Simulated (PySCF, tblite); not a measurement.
# C₄H₉F₃Si₂: geometry, infrared bands, NMR shifts, electronic excitations and core binding energies, part 2 of 2

tblite 0.8.0 and PySCF 2.14.0. Atoms count from 0. The steps go on from the part before.

### Step 6. Excited states and response: B3LYP/def2-SVPD

The job: settings as JSON, then the geometry in Å.

```
{"job": {"kind": "uv", "xc": "B3LYP", "basis": "def2-SVPD", "ip": true}, "charge": 0, "multiplicity": 1}
F     -2.662571    -1.606325    -0.079067
C     -2.514529    -0.279756    -0.172761
F     -3.682682     0.277802     0.157503
F     -2.292193    -0.000223    -1.467418
C     -1.394977     0.217884     0.705079
C     -0.043634    -0.351384     0.317097
Si     1.573403     0.198549     1.173150
C      2.510194     0.053726    -0.471686
Si     0.812089     0.113940    -1.331749
H     -1.401281     1.316987     0.638835
H     -1.674332    -0.042812     1.738888
H     -0.066328    -1.456292     0.371642
H      2.039547    -0.649527     2.314163
H      1.471999     1.619422     1.631853
H      3.250431     0.826670    -0.719662
H      2.984129    -0.935919    -0.579411
H      0.605004    -0.804277    -2.491197
H      0.460012     1.512603    -1.725087
```

Method: TDDFT B3LYP/def2-SVPD, vertical, gas phase, core orbitals frozen in the response.

The log of the run:

```text
coarse grid: 16432 points
cycle   1  E = -1035.6034483124  dE =  1.035e+00  |g| = 9.441e-01  |ddm| = 5.660e+00
cycle   2  E = -1035.4153581525  dE =  1.881e-01  |g| = 1.400e+00  |ddm| = 2.334e+00
cycle   3  E = -1035.7749793794  dE = -3.596e-01  |g| = 7.220e-02  |ddm| = 1.369e+00
cycle   4  E = -1035.7757817229  dE = -8.023e-04  |g| = 4.049e-02  |ddm| = 1.631e-01
cycle   5  E = -1035.7761506550  dE = -3.689e-04  |g| = 7.652e-03  |ddm| = 6.166e-02
cycle   6  E = -1035.7761647124  dE = -1.406e-05  |g| = 2.948e-03  |ddm| = 1.816e-02
cycle   7  E = -1035.7761669875  dE = -2.275e-06  |g| = 4.159e-04  |ddm| = 5.226e-03
final grid: 151848 points
cycle   8  E = -1035.9150173827  dE = -4.747e-05  |g| = 6.302e-03  |ddm| = 1.177e-01
cycle   9  E = -1035.9150086508  dE =  8.732e-06  |g| = 9.276e-03  |ddm| = 1.651e-02
cycle  10  E = -1035.9150251702  dE = -1.652e-05  |g| = 3.906e-04  |ddm| = 9.078e-03
cycle  11  E = -1035.9150251954  dE = -2.516e-08  |g| = 1.985e-04  |ddm| = 8.672e-04
cycle  12  E = -1035.9150252044  dE = -8.979e-09  |g| = 4.981e-05  |ddm| = 3.068e-04
cycle  13  E = -1035.9150252050  dE = -5.857e-10  |g| = 1.709e-05  |ddm| = 9.656e-05
converged SCF energy = -1035.9150252050

Static polarisability (au): isotropic 101.758, principal 86.913 105.956 112.405

Singlet excitations
state   eV       nm        f      main configurations
  1   6.2718    197.7   0.00103   H->L 0.98
  2   6.7681    183.2   0.00799   H->L+1 0.97
  3   7.0945    174.8   0.05872   H-1->L 0.73, H->L+2 0.17
  4   7.2283    171.5   0.03324   H->L+2 0.74, H-1->L 0.19
  5   7.2675    170.6   0.00007   H-1->L+1 0.89
  6   7.4108    167.3   0.00780   H-2->L 0.95
  7   7.6363    162.4   0.00054   H-1->L+2 0.84
  8   7.6479    162.1   0.00194   H-2->L+1 0.71, H->L+3 0.17
  9   7.7027    161.0   0.01852   H->L+3 0.74, H-2->L+1 0.13
 10   7.7467    160.0   0.15829   H->L+4 0.84

Triplet excitations (Tamm-Dancoff, eV): 6.0803 6.4671 6.5399 6.9150
Vertical ionisation energy (delta-SCF) = 9.6819 eV
```

Wall time 5.5 min (1 thread of Arm Neoverse V2, shared host); peak memory 1.1 GiB.

Frontier orbitals and where they lie:

```
orbital     eV                         atoms
 HOMO−3  -9.17  Si8 19 %, H17 15 %, Si6 12 %
 HOMO−2  -8.71    C5 27 %, C7 21 %, Si6 12 %
 HOMO−1  -8.31    C7 34 %, Si8 17 %, C5 14 %
   HOMO  -7.74   C5 26 %, Si8 16 %, Si6 15 %
   LUMO  -0.40   Si6 20 %, Si8 14 %, C7 11 %
 LUMO+1  -0.05    Si6 21 %, Si8 19 %, C7 8 %
 LUMO+2   0.50   Si6 21 %, Si8 16 %, C7 14 %
```

With each of the 10 states as a Gaussian band of 0.4 eV half-width at 1/e, the curve within the window shown has maxima at 161 nm (ε 7,900) L/(mol cm). Beyond the last state computed it falls off for lack of states. The curve at chosen wavelengths:

| nm | ε (L/mol/cm) |
| --- | --- |
| 154 | 4100 |
| 157 | 6476 |
| 159 | 7542 |
| 162 | 7895 |
| 164 | 7460 |
| 167 | 6459 |
| 169 | 5846 |
| 172 | 5101 |
| 174 | 4629 |
| 177 | 3815 |
| 180 | 2885 |
| 182 | 2273 |
| 185 | 1477 |
| 187 | 1064 |
| 190 | 621 |
| 192 | 427 |
| 195 | 242 |
| 198 | 140 |
| 200 | 100 |
| 203 | 62 |
| 205 | 45 |
| 208 | 29 |
| 210 | 21 |
| 213 | 13 |
| 215 | 9 |
| 218 | 5 |

Leading natural transition orbitals of singlet state 10: the hole lies on C5 29 %; H12, H16 about 11 % each; C7 10 %; the particle on H10 20 %; 4 H atoms about 10 % each; H17 8 %.

Leading natural transition orbitals of singlet state 1: the hole lies on C5 25 %; C7 14 %; H12, H16 about 11 % each; the particle on H12 14 %; Si6 12 %; H13, H16 about 9 % each.

Ground-state properties from the same run:

```
           property  computed
  dipole moment (D)      2.38
polarisability (Å³)     15.08
 HOMO–LUMO gap (eV)      7.34
      −ε(HOMO) (eV)      7.74
```

### Step 7. NMR shieldings: B97-2/pcSseg-1

The job, as its differences from that of step 6:

```diff
@@ -1,2 +1,2 @@
-{"job": {"kind": "uv", "xc": "B3LYP", "basis": "def2-SVPD", "ip": true}, "charge": 0, "multiplicity": 1}
+{"job": {"kind": "nmr", "xc": "B97-2", "basis": "pcSseg-1", "pop": false}, "charge": 0, "multiplicity": 1}
 F     -2.662571    -1.606325    -0.079067
```

Method: GIAO B97-2/pcSseg-1 NMR shielding, non-relativistic, gas phase.

The log of the run:

```text
coarse grid: 16432 points
cycle   1  E = -1035.9708517451  dE =  1.077e+00  |g| = 9.718e-01  |ddm| = 3.800e+00
cycle   2  E = -1035.8103865135  dE =  1.605e-01  |g| = 1.404e+00  |ddm| = 1.312e+00
cycle   3  E = -1036.1388749002  dE = -3.285e-01  |g| = 6.387e-02  |ddm| = 8.118e-01
cycle   4  E = -1036.1394326003  dE = -5.577e-04  |g| = 3.991e-02  |ddm| = 8.385e-02
cycle   5  E = -1036.1397882180  dE = -3.556e-04  |g| = 6.562e-03  |ddm| = 3.820e-02
cycle   6  E = -1036.1397982222  dE = -1.000e-05  |g| = 2.592e-03  |ddm| = 1.093e-02
cycle   7  E = -1036.1397999007  dE = -1.679e-06  |g| = 3.358e-04  |ddm| = 2.737e-03
final grid: 151848 points
cycle   8  E = -1036.1933634888  dE = -7.867e-05  |g| = 1.194e-02  |ddm| = 3.103e-02
cycle   9  E = -1036.1933500906  dE =  1.340e-05  |g| = 1.502e-02  |ddm| = 1.306e-02
cycle  10  E = -1036.1933805193  dE = -3.043e-05  |g| = 1.222e-03  |ddm| = 7.971e-03
cycle  11  E = -1036.1933807672  dE = -2.478e-07  |g| = 3.053e-04  |ddm| = 1.105e-03
cycle  12  E = -1036.1933807875  dE = -2.030e-08  |g| = 8.015e-05  |ddm| = 3.554e-04
cycle  13  E = -1036.1933807888  dE = -1.323e-09  |g| = 3.219e-05  |ddm| = 9.663e-05
cycle  14  E = -1036.1933807890  dE = -2.385e-10  |g| = 4.633e-06  |ddm| = 3.066e-05
converged SCF energy = -1036.1933807890

GIAO shielding tensors (ppm)
atom      isotropic    diamagn.    paramagn.     s11        s22        s33       span
  0 F      267.859     474.409    -206.550    178.948    274.251    350.378    171.431
  1 C       52.551     246.172    -193.620     47.842     50.384     59.428     11.586
  2 F      258.865     468.702    -209.838    172.740    259.586    344.267    171.527
  3 F      269.254     476.976    -207.721    180.262    276.846    350.655    170.393
  4 C      148.398     246.851     -98.452    131.581    145.930    167.684     36.104
  5 C      178.140     260.087     -81.947    158.152    174.679    201.590     43.438
  6 Si     385.034     881.350    -496.316    351.003    374.296    429.802     78.799
  7 C      193.114     261.181     -68.068    182.475    193.268    203.598     21.123
  8 Si     382.200     881.744    -499.544    347.581    371.685    427.334     79.752
  9 H       29.449      30.867      -1.418     24.965     29.885     33.496      8.531
 10 H       29.325      29.292       0.033     24.343     29.016     34.617     10.274
 11 H       30.334      34.072      -3.737     25.477     31.005     34.520      9.043
 12 H       26.461      29.266      -2.805     22.578     24.318     32.485      9.907
 13 H       26.827      29.985      -3.158     23.889     25.379     31.213      7.324
 14 H       31.077      29.890       1.187     26.196     27.240     39.796     13.600
 15 H       30.994      31.031      -0.036     26.967     27.964     38.052     11.084
 16 H       26.438      29.947      -3.509     22.171     25.344     31.800      9.630
 17 H       26.796      30.647      -3.851     23.512     26.197     30.678      7.167
```

Wall time 30 s (1 thread of Arm Neoverse V2, shared host); peak memory 1 GiB.

Key values: δ C1 131.1, C4 35.3, C5 5.5, C7 -9.4, H12 4.93, H13 4.56 ppm (means over like atoms).

### Step 8. X-ray photoelectron lines: SCAN, X2C

The job, as its differences from that of step 7:

```diff
@@ -1,2 +1,2 @@
-{"job": {"kind": "nmr", "xc": "B97-2", "basis": "pcSseg-1", "pop": false}, "charge": 0, "multiplicity": 1}
+{"job": {"kind": "xps"}, "charge": 0, "multiplicity": 1}
 F     -2.662571    -1.606325    -0.079067
```

With the program's defaults for keys left out, this is: delta-SCF UKS SCAN, pcX-2 on the ionised atom, pcseg-1 elsewhere, spin-free X2C.

The log of the run:

```text
ground state, core basis on atom 0 (F), 210 functions
  cycle   1  E = -1037.40764349  |g| = 9.85e-01
  cycle   2  E = -1037.11958573  |g| = 1.59e+00
  cycle   3  E = -1037.58968223  |g| = 1.10e-01
  cycle   4  E = -1037.59164201  |g| = 6.03e-02
  cycle   5  E = -1037.59237664  |g| = 1.35e-02
  cycle   6  E = -1037.59240767  |g| = 6.13e-03
  cycle   7  E = -1037.59241715  |g| = 1.41e-03
  cycle   8  E = -1037.59241904  |g| = 6.37e-04
  cycle   9  E = -1037.59241641  |g| = 1.32e-04
  E(ground) = -1037.65682452 Eh
hole in F 1s of atom 0
  cycle   1  E = -1011.20443762  |g| = 2.58e+00
  cycle   2  E = -1009.24535636  |g| = 2.62e+00
  cycle   3  E = -1011.33896026  |g| = 1.19e+00
  cycle   4  E = -1012.04086519  |g| = 3.63e-01
  cycle   5  E = -1012.07125471  |g| = 1.98e-01
  cycle   6  E = -1012.08786058  |g| = 6.26e-02
  cycle   7  E = -1012.08941090  |g| = 1.73e-02
  cycle   8  E = -1012.08954897  |g| = 6.71e-03
  cycle   9  E = -1012.08956466  |g| = 1.94e-03
  cycle  10  E = -1012.08956640  |g| = 7.45e-04
  cycle  11  E = -1012.08956626  |g| = 2.26e-04
  E(ion) = -1012.16104739 Eh   <S^2> = 0.7570   hole on atom = 1.000   binding energy = 693.775 eV
ground state, core basis on atom 1 (C), 210 functions
  cycle   1  E = -1037.55970383  |g| = 1.10e-01
  cycle   2  E = -1037.55707725  |g| = 1.60e-01
  cycle   3  E = -1037.56097697  |g| = 1.75e-02
  cycle   4  E = -1037.56102360  |g| = 6.10e-03
  cycle   5  E = -1037.56102899  |g| = 1.10e-03
  cycle   6  E = -1037.56102722  |g| = 2.72e-04
  E(ground) = -1037.62212595 Eh
hole in C 1s of atom 1
  cycle   1  E = -1026.07166294  |g| = 1.50e+00
  cycle   2  E = -1012.27219216  |g| = 4.45e+00
  cycle   3  E = -1026.17146634  |g| = 9.70e-01
  cycle   4  E = -1026.44863125  |g| = 6.67e-01
  cycle   5  E = -1026.60384080  |g| = 1.05e-01
  cycle   6  E = -1026.60666332  |g| = 6.03e-02
  cycle   7  E = -1026.60836194  |g| = 1.45e-02
  cycle   8  E = -1026.60845608  |g| = 6.97e-03
  cycle   9  E = -1026.60847844  |g| = 3.05e-03
  cycle  10  E = -1026.60848478  |g| = 1.69e-03
  cycle  11  E = -1026.60848600  |g| = 6.25e-04
  cycle  12  E = -1026.60848524  |g| = 3.87e-04
  E(ion) = -1026.67286722 Eh   <S^2> = 0.7716   hole on atom = 1.000   binding energy = 297.945 eV
ground state, core basis on atom 4 (C), 210 functions
  cycle   1  E = -1037.54844154  |g| = 6.00e-02
  cycle   2  E = -1037.54842995  |g| = 2.41e-02
  cycle   3  E = -1037.54845825  |g| = 2.12e-02
  cycle   4  E = -1037.54854020  |g| = 3.43e-03
  cycle   5  E = -1037.54854499  |g| = 9.33e-04
  cycle   6  E = -1037.54854212  |g| = 1.38e-04
  E(ground) = -1037.61112870 Eh
hole in C 1s of atom 4
  cycle   1  E = -1026.26682600  |g| = 1.51e+00
  cycle   2  E = -1025.34749611  |g| = 1.99e+00
  cycle   3  E = -1026.75763248  |g| = 4.31e-01
  cycle   4  E = -1026.80570307  |g| = 2.71e-01
  cycle   5  E = -1026.83191246  |g| = 5.43e-02
  cycle   6  E = -1026.83291147  |g| = 1.19e-02
  cycle   7  E = -1026.83298063  |g| = 5.42e-03
  cycle   8  E = -1026.83299991  |g| = 2.79e-03
  cycle   9  E = -1026.83300452  |g| = 1.28e-03
  cycle  10  E = -1026.83300449  |g| = 4.78e-04
  E(ion) = -1026.89637008 Eh   <S^2> = 0.7689   hole on atom = 1.000   binding energy = 291.563 eV
ground state, core basis on atom 5 (C), 210 functions
  cycle   1  E = -1037.54965731  |g| = 5.82e-02
  cycle   2  E = -1037.54963549  |g| = 2.02e-02
  cycle   3  E = -1037.54963298  |g| = 2.05e-02
  cycle   4  E = -1037.54972968  |g| = 3.61e-03
  cycle   5  E = -1037.54973167  |g| = 4.23e-04
  E(ground) = -1037.61216457 Eh
hole in C 1s of atom 5
  cycle   1  E = -1026.29890694  |g| = 1.52e+00
  cycle   2  E = -1025.31172201  |g| = 2.01e+00
  cycle   3  E = -1026.83169498  |g| = 3.77e-01
  cycle   4  E = -1026.88279182  |g| = 1.69e-01
  cycle   5  E = -1026.89252013  |g| = 7.42e-02
  cycle   6  E = -1026.89448638  |g| = 1.37e-02
  cycle   7  E = -1026.89453944  |g| = 7.90e-03
  cycle   8  E = -1026.89456975  |g| = 2.58e-03
  cycle   9  E = -1026.89457459  |g| = 1.04e-03
  cycle  10  E = -1026.89457510  |g| = 4.49e-04
  E(ion) = -1026.95591084 Eh   <S^2> = 0.7699   hole on atom = 1.000   binding energy = 289.971 eV
ground state, core basis on atom 6 (Si), 221 functions
  cycle   1  E = -1037.64340743  |g| = 2.87e-01
  cycle   2  E = -1037.64344814  |g| = 3.72e-02
  cycle   3  E = -1037.64338615  |g| = 3.19e-02
  cycle   4  E = -1037.64356619  |g| = 9.04e-03
  cycle   5  E = -1037.64358956  |g| = 1.43e-03
  cycle   6  E = -1037.64358930  |g| = 2.32e-04
  E(ground) = -1037.66411472 Eh
hole in Si 1s of atom 6
  cycle   1  E = -968.71106785  |g| = 4.35e+00
  cycle   2  E = -968.71023248  |g| = 2.19e+00
  cycle   3  E = -969.34799183  |g| = 8.14e-01
  cycle   4  E = -969.73279002  |g| = 2.78e-01
  cycle   5  E = -969.77524821  |g| = 8.86e-02
  cycle   6  E = -969.77818254  |g| = 4.61e-02
  cycle   7  E = -969.77909417  |g| = 1.18e-02
  cycle   8  E = -969.77914048  |g| = 5.17e-03
  cycle   9  E = -969.77915210  |g| = 1.79e-03
  cycle  10  E = -969.77915620  |g| = 4.06e-04
  E(ion) = -969.80816434 Eh   <S^2> = 0.7526   hole on atom = 1.000   binding energy = 1846.454 eV
hole in Si 2p of atom 6
  cycle   1  E = -1033.37058874  |g| = 1.24e+00
  cycle   2  E = -1033.14989533  |g| = 1.18e+00
  cycle   3  E = -1033.65014721  |g| = 2.85e-01
  cycle   4  E = -1033.69892433  |g| = 9.30e-02
  cycle   5  E = -1033.70259231  |g| = 5.08e-02
  cycle   6  E = -1033.70394966  |g| = 8.73e-03
  cycle   7  E = -1033.70397095  |g| = 4.33e-03
  cycle   8  E = -1033.70397826  |g| = 1.49e-03
  cycle   9  E = -1033.70397894  |g| = 3.53e-04
  E(ion) = -1033.73620012 Eh   <S^2> = 0.7522   hole on atom = 1.003   binding energy = 106.884 eV
  2p3/2 = 106.668 eV   2p1/2 = 107.291 eV
ground state, core basis on atom 7 (C), 210 functions
  cycle   1  E = -1037.54935012  |g| = 6.06e-02
  cycle   2  E = -1037.54931643  |g| = 2.64e-02
  cycle   3  E = -1037.54940778  |g| = 2.03e-02
  cycle   4  E = -1037.54952278  |g| = 4.41e-03
  cycle   5  E = -1037.54952981  |g| = 4.68e-04
  E(ground) = -1037.61166982 Eh
hole in C 1s of atom 7
  cycle   1  E = -1026.31271579  |g| = 1.51e+00
  cycle   2  E = -1025.56162446  |g| = 1.85e+00
  cycle   3  E = -1026.85172528  |g| = 3.38e-01
  cycle   4  E = -1026.89308234  |g| = 1.32e-01
  cycle   5  E = -1026.90044217  |g| = 5.91e-02
  cycle   6  E = -1026.90209837  |g| = 1.22e-02
  cycle   7  E = -1026.90214948  |g| = 7.22e-03
  cycle   8  E = -1026.90216965  |g| = 1.91e-03
  cycle   9  E = -1026.90217180  |g| = 1.07e-03
  cycle  10  E = -1026.90217308  |g| = 4.94e-04
  E(ion) = -1026.96325809 Eh   <S^2> = 0.7692   hole on atom = 1.000   binding energy = 289.758 eV
```

It took 89 s on 1 thread of Arm Neoverse V2, shared host; peak memory 0.69 GiB.

The holes in one table. −ε is the ground-state orbital energy:

```
       hole  stands for                                       environment  ΔSCF (eV; 2p as the shell's mean)  −ε (eV)   ⟨S²⟩
  F1s on F0  F0, F2, F3                           fluorine of a CF3 group                             693.78    667.7  0.757
  C1s on C1          C1                                        CF3 carbon                             297.94    280.3  0.772
  C1s on C4          C4                                           sp3 CH2                             291.56    274.6  0.769
  C1s on C5          C5                             sp3 CH bonded to 2 Si                             289.97    273.8  0.770
Si1s on Si6    Si6, Si8  silicon bonded to 2 C, 2 H, in a 4-membered ring                            1846.45   1793.5  0.753
Si2p on Si6    Si6, Si8  silicon bonded to 2 C, 2 H, in a 4-membered ring                             106.88     96.4  0.752
  C1s on C7          C7                            sp3 CH2 bonded to 2 Si                             289.76    273.4  0.769
```

Each hole run stands for the others of its class of like atoms.

With the spin-orbit splitting: Si6 2p3/2 106.67, 2p1/2 107.29 eV. The table gives each 2p level as the mean over the whole 2p shell (two parts 2p3/2, one part 2p1/2), which differs a little from the single hole in the log.

### Step 9. Run by run: NMR shifts

Shifts (ppm) of some atoms, chosen among heavy atoms and hydrogens apart, means over like atoms, with basis size and wall time:

```
           run     C1   C5    C7   H12   H13     F0    Si6  functions  time
 PBE0/pcSseg-1  132.6  5.3  -9.9  5.03  4.68  -86.4  -26.8        212  40 s
B97-2/pcSseg-1  131.1  5.5  -9.4  4.93  4.56  -87.2  -26.2        212  30 s
```

### Step 10. Outcome

The summary covers parts 1 to 2.

| quantity | value |
| --- | --- |
| strongest single infrared mode (GFN2-xTB) | 2271 cm⁻¹, 624 km/mol |
| zero-point energy (GFN2-xTB) | 73.5 kcal/mol |
| point group | C1 |
| rotational constants (main isotopes) | 2.38, 0.64, 0.57 GHz |
| ¹³C shifts against TMS (PBE0/pcSseg-1) | 132.6, 35.6, 5.3, -9.9 ppm |
| ¹H shifts against TMS (PBE0/pcSseg-1, means over atoms taken as alike) | 5.03, 4.68, 1.98, 1.07, 0.41, 0.31 ppm |
| ¹⁹F shifts against CFCl3 (PBE0/pcSseg-1, means over atoms taken as alike) | -86.4 ppm |
| ²⁹Si shifts against TMS (PBE0/pcSseg-1, means over atoms taken as alike) | -26.8 ppm |
| surface potential, 1st and 99th percentile | -0.64 V and 1.15 V |
| lowest singlet (B3LYP/def2-SVPD) | 6.27 eV (198 nm), f = 0.001 |
| brightest single state of those computed | state 10, 7.75 eV, f = 0.158 |
| lowest triplet | 6.08 eV |
| vertical ionisation energy (ΔSCF) | 9.68 eV |
| C1s binding energies, SCAN/pcX-2 | C1 297.94, C4 291.56, C5 289.97, C7 289.76 eV |
| F1s binding energies, SCAN/pcX-2 | F0 693.78 eV |
| Si1s binding energies, SCAN/pcX-2 | Si6 1846.45 eV |
| Si2p binding energies, SCAN/pcX-2 | Si6 106.88 eV |
| range of the shift of C1 | 131.1 to 132.6 ppm |

**Reading.** Relaxing lowered the energy by 1.057 eV in 116 steps; the close pair that moved most is C5–Si6, from 1.848 to 1.929 Å (GFN2-xTB). All 48 modes are real, so the xTB geometry is a minimum. The strongest single mode, at 2271 cm⁻¹, moves mainly H17. Unscaled tight-binding wavenumbers are off by several per cent, some by more. Its intensities can rank the bands wrongly. Over 12 steps the energy fell by 0.266 eV; of the close pairs, Si6–H12 changed most, 1.436 to 1.496 Å (PBE0/def2-SVP). No frequency check was run at this level, so the end point may be a saddle. At PBE0/pcSseg-1: Shielding is most anisotropic at F0, F2, F3 (span 172 ppm, paramagnetic term -210 ppm). The lowest singlet, at 6.27 eV, is HOMO→LUMO 0.98 and is weak; of the 10 states computed, the strongest absorption comes from state 10 at 7.75 eV (the last computed, so partners may be missing). The lowest triplet lies 0.19 eV below the lowest singlet (triplets in Tamm-Dancoff, singlets in full TDDFT). The orbital energy would give 7.74 eV for ionisation, ΔSCF gives 9.68 eV. The C1s levels kept as sound span 8.19 eV, from C7 (sp3 CH2 bonded to 2 Si) up to C1 (CF3 carbon). Across the 2 runs the shift of C1 moves most, between 131.1 (B97-2/pcSseg-1) and 132.6 ppm (PBE0/pcSseg-1). Part of that comes from the computed reference.
